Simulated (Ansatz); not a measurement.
# AlIn3: the cost of one run

Computed with Ansatz 0.2.0 (reference: DFT PBE, plane waves, PAW, scalar-relativistic, no spin polarisation, unless a step's input says otherwise).

1 further run of the same task is left out (set aside as unsound or not needed).

## Step 1: The structure to begin with

The structure is tetragonal, space group I4/mmm (No. 139). Conventional cell: a = 4.979 Å, b = 4.979 Å, c = 9.649 Å, α = 90.00°, β = 90.00°, γ = 90.00°. Al (site symmetry 4/mmm) is surrounded by 12 In at 3.47 to 3.52 Å. In (site symmetry 4/mmm) is surrounded by 8 In at 3.47 Å and 4 Al at 3.52 Å. Around In (site symmetry -4m2) lie 4 Al at 3.47 Å and 8 In at 3.47 to 3.52 Å.

Structure file:

```cif
data_structure
_symmetry_space_group_name_H-M 'I4/mmm'
_symmetry_Int_Tables_number 139
_cell_length_a 4.9794
_cell_length_b 4.9794
_cell_length_c 9.6487
_cell_angle_alpha 90.000
_cell_angle_beta 90.000
_cell_angle_gamma 90.000
_cell_volume 239.23
loop_
_atom_site_label
_atom_site_type_symbol
_atom_site_symmetry_multiplicity
_atom_site_Wyckoff_symbol
_atom_site_fract_x
_atom_site_fract_y
_atom_site_fract_z
_atom_site_occupancy
Al1 Al 2 a 0.00000 0.00000 0.00000 1
In1 In 2 b 0.50000 0.50000 0.00000 1
In2 In 4 d 0.00000 0.50000 0.75000 1
```

## Step 2: Baseline

input.yaml reads:

```yaml
crystal:
  lattice:
    - [0.0, 4.979411, 0.0]
    - [4.979411, 0.0, 0.0]
    - [2.489706, 2.489706, -4.824333]
  atoms:
    - { symbol: Al, position: [0.0, 0.0, 0.0] }
    - { symbol: In, position: [0.5, 0.5, 0.0] }
    - { symbol: In, position: [0.25, 0.75, 0.5] }
    - { symbol: In, position: [0.75, 0.25, 0.5] }
  symmetry: { tolerance: 0.0003 }
kpoints:
  mp_grid: { grid: [4, 4, 4], shift: [0, 0, 0] }
magnetization:
  spin_polarized: false
scf:
  occupations: { method: gaussian, width: 0.0895 }
hamiltonian:
  pseudopotentials: { kind: paw }
  xc: pbe
basis:
  ecutwfc: 420
output:
  forces: true
  stress: true
  eigenvalues: true
relax:
  max_steps: 40
  cell: {}
```

The run is started by

```bash
$ ansatz run input.yaml --threads 1 --pin off --max-ram 2560MiB --backend cpu --events-out ev --progress --plain --runs-dir out
```

What time and memory should one allow on 1 thread of Arm Neoverse V1, shared host?

About 17 s, with a peak of 0.37 GiB.
